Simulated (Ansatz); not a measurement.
MoN2:

```
CELL_PARAMETERS angstrom
4.34805 0.00000 0.00000
0.00000 4.34805 0.00000
0.00000 0.00000 2.76746
ATOMIC_POSITIONS crystal
Mo 0.00000 0.00000 0.00000
Mo 0.50000 0.50000 0.00000
N 0.61165 0.88835 0.50000
N 0.38835 0.11165 0.50000
N 0.11165 0.61165 0.50000
N 0.88835 0.38835 0.50000
```

Measurements of this composition are mostly on another form, of space group No. 160.

Base run:

| Item | Value |
| --- | --- |
| Program | Ansatz 0.2.0 |
| Functional | PBEsol |
| Potentials or basis | Ansatz PAW |
| Cutoff | 420 eV (not typed: the program's choice for these potentials) |
| k mesh | 6 × 6 × 10 |
| Occupations | fermi-dirac, width 0.05 eV |
| Spin | no spin polarisation |
| Hubbard terms | Mo d U = 8 eV |

Its results: band gap on the k mesh none (metal or under the smearing width); pressure -1.6 GPa; largest force 0.902 eV/Å.

The run is repeated on the same cell with these changes: hubbard terms from Mo d U = 8 eV to Mo d U = 2 eV. What comes out?

Band gap on the k mesh none (metal or under the smearing width); pressure -13.5 GPa; largest force 0.031 eV/Å.

Caveats: U without spin polarisation on a metal has little footing; the PAW data sets come from PBE, with cores solved anew for the run's functional, which leaves a small shift of forces and pressure.
